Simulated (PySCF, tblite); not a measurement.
# C3H9BOSi: a rotation path, then NMR shifts on frames, part 2 of 2

tblite 0.8.0 and PySCF 2.14.0. Atoms count from 0. The steps go on from the part before.

### Step 5. NMR shieldings: image 4, PBE0/pcSseg-1

Job settings and geometry (Å):

```
{"job": {"kind": "nmr", "xc": "PBE0", "basis": "pcSseg-1", "pop": false}, "charge": 0, "multiplicity": 1}
B      2.741900    -1.037500    -0.374100
O      1.700000    -0.239900    -0.322800
Si     0.761200     0.919800     0.308600
C     -0.955400     0.152500     0.539800
C     -1.238700    -0.672400     1.539800
C     -1.992500     0.517600    -0.480400
H      3.596000    -0.971600     0.438400
H      2.810000    -1.820200    -1.251600
H      1.286300     1.418000     1.584800
H      0.745500     1.952100    -0.729700
H     -2.213800    -1.122700     1.660400
H     -0.504900    -0.939900     2.282500
H     -1.675000     0.193100    -1.470800
H     -2.113200     1.599400    -0.519400
H     -2.951900     0.059800    -0.249100
```

With the program's defaults for keys left out, this is: GIAO PBE0/pcSseg-1 NMR shielding, non-relativistic, gas phase.

What it wrote:

```text
coarse grid: 12640 points
cycle   1  E = -508.7675998959  dE =  5.431e-01  |g| = 7.177e-01  |ddm| = 3.360e+00
cycle   2  E = -508.6245234202  dE =  1.431e-01  |g| = 1.128e+00  |ddm| = 1.399e+00
cycle   3  E = -508.8643186259  dE = -2.398e-01  |g| = 1.179e-01  |ddm| = 9.742e-01
cycle   4  E = -508.8670451201  dE = -2.726e-03  |g| = 3.746e-02  |ddm| = 1.180e-01
cycle   5  E = -508.8673959193  dE = -3.508e-04  |g| = 7.645e-03  |ddm| = 3.707e-02
cycle   6  E = -508.8674072267  dE = -1.131e-05  |g| = 4.122e-03  |ddm| = 9.243e-03
cycle   7  E = -508.8674114705  dE = -4.244e-06  |g| = 7.549e-04  |ddm| = 3.711e-03
final grid: 116320 points
cycle   8  E = -508.9120752220  dE = -3.089e-05  |g| = 9.315e-03  |ddm| = 2.295e-02
cycle   9  E = -508.9120590108  dE =  1.621e-05  |g| = 1.321e-02  |ddm| = 1.559e-02
cycle  10  E = -508.9120937739  dE = -3.476e-05  |g| = 1.481e-03  |ddm| = 9.482e-03
cycle  11  E = -508.9120942466  dE = -4.727e-07  |g| = 2.122e-04  |ddm| = 1.291e-03
cycle  12  E = -508.9120942566  dE = -1.003e-08  |g| = 6.719e-05  |ddm| = 2.531e-04
cycle  13  E = -508.9120942574  dE = -7.858e-10  |g| = 4.100e-05  |ddm| = 1.014e-04
cycle  14  E = -508.9120942578  dE = -4.301e-10  |g| = 6.699e-06  |ddm| = 3.467e-05
converged SCF energy = -508.9120942578

GIAO shielding tensors (ppm)
atom      isotropic    diamagn.    paramagn.     s11        s22        s33       span
  0 B       53.712     193.344    -139.632      6.773     47.854    106.507     99.734
  1 O      130.127     396.823    -266.696    -49.214     47.002    392.594    441.808
  2 Si     377.692     880.877    -503.185    360.282    371.347    401.446     41.164
  3 C       33.480     264.209    -230.728    -83.831      7.444    176.828    260.660
  4 C       50.795     253.838    -203.042    -65.521     67.986    149.922    215.443
  5 C      157.787     246.434     -88.648    141.784    148.459    183.117     41.334
  6 H       26.197      29.868      -3.671     25.607     25.813     27.172      1.565
  7 H       26.261      30.575      -4.314     25.490     26.158     27.135      1.645
  8 H       26.274      29.514      -3.240     23.579     24.684     30.559      6.980
  9 H       26.465      29.811      -3.346     23.755     25.268     30.371      6.615
 10 H       25.400      31.139      -5.739     22.298     25.173     28.729      6.430
 11 H       26.025      32.203      -6.179     22.678     24.817     30.578      7.900
 12 H       29.245      30.218      -0.973     25.563     27.968     34.205      8.643
 13 H       29.550      28.974       0.576     25.824     28.179     34.647      8.823
 14 H       29.738      29.811      -0.073     26.365     28.431     34.419      8.054
```

Wall time 14 s (1 thread, shared host).

This run: δ C3 153.4, C4 136.1, C5 29.1, B0 46.4, H10 6.32, H11 5.69 ppm.

### Step 6. Shielding tensors: image 6, PBE0/pcSseg-1

Job settings and geometry (Å):

```
{"job": {"kind": "nmr", "xc": "PBE0", "basis": "pcSseg-1", "pop": false}, "charge": 0, "multiplicity": 1}
B      2.615900    -0.901600    -0.739200
O      1.630700    -0.099000    -0.406800
Si     0.795800     0.880500     0.580400
C     -0.958000     0.174100     0.666100
C     -1.474800    -0.330800     1.778900
C     -1.743100     0.192100    -0.612300
H      3.499400    -1.123800     0.012000
H      2.604200    -1.398400    -1.807700
H      1.393700     0.948800     1.916200
H      0.819900     2.168400    -0.117900
H     -2.471600    -0.746500     1.814800
H     -0.922700    -0.354400     2.703500
H     -1.224100    -0.393100    -1.370400
H     -1.828500     1.210000    -0.991200
H     -2.741200    -0.218200    -0.470200
```

Method: GIAO PBE0/pcSseg-1 NMR shielding, non-relativistic, gas phase.

What it wrote:

```text
coarse grid: 12640 points
cycle   1  E = -508.7709607211  dE =  5.382e-01  |g| = 7.132e-01  |ddm| = 3.358e+00
cycle   2  E = -508.6312414849  dE =  1.397e-01  |g| = 1.117e+00  |ddm| = 1.383e+00
cycle   3  E = -508.8662401616  dE = -2.350e-01  |g| = 1.173e-01  |ddm| = 9.645e-01
cycle   4  E = -508.8689317908  dE = -2.692e-03  |g| = 3.842e-02  |ddm| = 1.216e-01
cycle   5  E = -508.8692946573  dE = -3.629e-04  |g| = 9.917e-03  |ddm| = 3.913e-02
cycle   6  E = -508.8693156081  dE = -2.095e-05  |g| = 4.379e-03  |ddm| = 1.069e-02
cycle   7  E = -508.8693204479  dE = -4.840e-06  |g| = 7.013e-04  |ddm| = 4.033e-03
final grid: 116320 points
cycle   8  E = -508.9150854116  dE = -2.809e-05  |g| = 9.772e-03  |ddm| = 2.197e-02
cycle   9  E = -508.9150666602  dE =  1.875e-05  |g| = 1.410e-02  |ddm| = 1.598e-02
cycle  10  E = -508.9151052187  dE = -3.856e-05  |g| = 1.428e-03  |ddm| = 9.937e-03
cycle  11  E = -508.9151056584  dE = -4.396e-07  |g| = 2.060e-04  |ddm| = 1.284e-03
cycle  12  E = -508.9151056680  dE = -9.596e-09  |g| = 4.819e-05  |ddm| = 2.364e-04
cycle  13  E = -508.9151056686  dE = -6.055e-10  |g| = 1.171e-05  |ddm| = 6.558e-05
converged SCF energy = -508.9151056686

GIAO shielding tensors (ppm)
atom      isotropic    diamagn.    paramagn.     s11        s22        s33       span
  0 B       53.551     193.245    -139.694      6.537     48.087    106.028     99.491
  1 O      132.018     397.127    -265.109    -46.943     51.406    391.591    438.533
  2 Si     374.093     880.764    -506.670    352.886    374.881    394.513     41.627
  3 C       32.894     264.018    -231.124    -83.025      6.333    175.374    258.399
  4 C       50.711     252.689    -201.978    -62.327     67.403    147.058    209.384
  5 C      159.926     247.268     -87.342    144.121    150.504    185.152     41.031
  6 H       26.191      29.781      -3.590     25.658     25.762     27.153      1.495
  7 H       26.224      30.540      -4.317     25.373     26.193     27.104      1.731
  8 H       26.362      29.787      -3.424     23.436     25.025     30.625      7.189
  9 H       26.370      29.522      -3.153     24.116     24.552     30.442      6.326
 10 H       25.567      30.800      -5.233     22.487     25.213     29.003      6.516
 11 H       25.950      31.390      -5.440     22.800     24.806     30.245      7.446
 12 H       29.153      30.939      -1.786     24.986     28.462     34.010      9.024
 13 H       29.483      29.614      -0.131     25.740     28.019     34.689      8.949
 14 H       29.697      30.338      -0.640     26.234     28.407     34.451      8.217
```

Wall time 13 s (1 thread, shared host).

Key values: δ C3 154.0, C4 136.2, C5 27.0, B0 46.5, H10 6.15, H11 5.77 ppm.

### Step 7. Nuclear shieldings: image 8, PBE0/pcSseg-1

Job settings and geometry (Å):

```
{"job": {"kind": "nmr", "xc": "PBE0", "basis": "pcSseg-1", "pop": false}, "charge": 0, "multiplicity": 1}
B      2.475900    -0.688400    -1.058000
O      1.612200     0.068700    -0.426100
Si     0.847400     0.764100     0.819000
C     -0.946100     0.160900     0.739700
C     -1.701200     0.083400     1.828100
C     -1.498100    -0.197000    -0.609300
H      3.266700    -1.329600    -0.459200
H      2.444600    -0.715800    -2.236600
H      1.452800     0.416000     2.109300
H      0.978700     2.195200     0.527000
H     -2.731600    -0.238900     1.793500
H     -1.321700     0.340700     2.802600
H     -0.881300    -0.965300    -1.074000
H     -1.480800     0.673700    -1.264000
H     -2.521900    -0.560100    -0.535400
```

Method: GIAO PBE0/pcSseg-1 NMR shielding, non-relativistic, gas phase.

What it wrote:

```text
coarse grid: 12640 points
cycle   1  E = -508.7694763142  dE =  5.445e-01  |g| = 7.137e-01  |ddm| = 3.361e+00
cycle   2  E = -508.6342377926  dE =  1.352e-01  |g| = 1.108e+00  |ddm| = 1.380e+00
cycle   3  E = -508.8647337171  dE = -2.305e-01  |g| = 1.164e-01  |ddm| = 9.651e-01
cycle   4  E = -508.8673729468  dE = -2.639e-03  |g| = 3.800e-02  |ddm| = 1.232e-01
cycle   5  E = -508.8677257122  dE = -3.528e-04  |g| = 1.039e-02  |ddm| = 3.898e-02
cycle   6  E = -508.8677490510  dE = -2.334e-05  |g| = 4.303e-03  |ddm| = 1.079e-02
cycle   7  E = -508.8677537390  dE = -4.688e-06  |g| = 6.933e-04  |ddm| = 4.127e-03
final grid: 116320 points
cycle   8  E = -508.9137787518  dE = -3.234e-05  |g| = 9.774e-03  |ddm| = 2.334e-02
cycle   9  E = -508.9137609188  dE =  1.783e-05  |g| = 1.387e-02  |ddm| = 1.642e-02
cycle  10  E = -508.9137989274  dE = -3.801e-05  |g| = 1.462e-03  |ddm| = 1.003e-02
cycle  11  E = -508.9137993855  dE = -4.581e-07  |g| = 2.140e-04  |ddm| = 1.279e-03
cycle  12  E = -508.9137993957  dE = -1.023e-08  |g| = 5.509e-05  |ddm| = 2.500e-04
cycle  13  E = -508.9137993963  dE = -5.856e-10  |g| = 3.200e-05  |ddm| = 9.214e-05
cycle  14  E = -508.9137993966  dE = -2.559e-10  |g| = 7.494e-06  |ddm| = 2.959e-05
converged SCF energy = -508.9137993966

GIAO shielding tensors (ppm)
atom      isotropic    diamagn.    paramagn.     s11        s22        s33       span
  0 B       53.684     193.862    -140.178      6.249     48.465    106.339    100.089
  1 O      135.421     396.215    -260.794    -48.711     59.419    395.556    444.267
  2 Si     380.345     880.703    -500.357    340.460    373.081    427.494     87.034
  3 C       34.190     263.491    -229.300    -80.849     14.943    168.477    249.326
  4 C       52.316     251.934    -199.618    -65.961     70.002    152.909    218.869
  5 C      160.160     247.373     -87.213    147.222    150.013    183.247     36.025
  6 H       26.194      29.882      -3.688     25.527     25.821     27.235      1.708
  7 H       26.137      30.484      -4.348     25.329     26.006     27.075      1.746
  8 H       26.229      29.612      -3.383     23.125     25.067     30.494      7.369
  9 H       26.261      29.158      -2.897     23.233     24.910     30.641      7.408
 10 H       25.524      30.493      -4.969     22.105     25.270     29.197      7.092
 11 H       26.052      30.721      -4.669     22.831     25.013     30.312      7.481
 12 H       29.432      31.432      -2.000     24.905     29.233     34.159      9.255
 13 H       29.475      30.231      -0.755     25.916     27.744     34.766      8.850
 14 H       29.735      30.698      -0.963     26.327     28.390     34.489      8.162
```

Wall time 14 s (1 thread, shared host).

In short: δ C3 152.7, C4 134.6, C5 26.8, B0 46.4, H10 6.19, H11 5.66 ppm.

### Step 8. Comparing the runs: NMR shifts

Shifts (ppm) of some atoms, chosen among heavy atoms and hydrogens apart, with basis size and wall time:

| frame | C3 | C4 | C5 | H12 | H13 | O1 | Si2 | functions | time |
| --- | --- | --- | --- | --- | --- | --- | --- | --- | --- |
| image 0 | 149.3 | 135.5 | 23.5 | 1.93 | 1.91 | 195.3 | -34.0 | 154 | 14 s |
| image 2 | 151.3 | 134.8 | 26.6 | 2.20 | 1.90 | 200.8 | -33.4 | 154 | 13 s |
| image 4 | 153.4 | 136.1 | 29.1 | 2.47 | 2.17 | 206.0 | -28.5 | 154 | 14 s |
| image 6 | 154.0 | 136.2 | 27.0 | 2.56 | 2.23 | 204.1 | -24.9 | 154 | 13 s |
| image 8 | 152.7 | 134.6 | 26.8 | 2.28 | 2.24 | 200.7 | -31.2 | 154 | 14 s |

### Step 9. Summary of results

The summary covers parts 1 to 2.

| quantity | value |
| --- | --- |
| barrier | 0.074 eV (1.7 kcal/mol) at image 4 |
| end to end (GFN2-xTB) | 0.030 eV |
| 13C shifts against TMS (PBE0/pcSseg-1, image 0) | 149.3, 135.5, 23.5 ppm |
| 1H shifts against TMS (PBE0/pcSseg-1, image 0) | 6.34, 5.87, 5.58, 5.53, 5.49, 5.37, 2.06, 1.93, 1.91 ppm |
| 11B shifts against BF3·OEt2 (PBE0/pcSseg-1, image 0) | 46.7 ppm |
| 17O shifts against H2O (PBE0/pcSseg-1, image 0) | 195.3 ppm |
| 29Si shifts against TMS (PBE0/pcSseg-1, image 0) | -34.0 ppm |
| range of the shift of O1 | 195.3 to 206.0 ppm |

Along the band the dihedral turns by 148°, and the top (dihedral -102°) lies 1.7 kcal/mol above the start (GFN2-xTB, rough), so at room temperature this motion is fast. Ends this close can change order at a higher level. The top was not checked by a frequency run. Shifts at one fixed geometry are not the observed spectrum, which averages over the motion. In the first frame run (image 0): The largest span, 437 ppm, is at O1, where the paramagnetic term is -256 ppm. In ppm, O1 moves most: its shift spreads over 10.7 ppm, from 195.3 (image 0) to 206.0 (image 4).
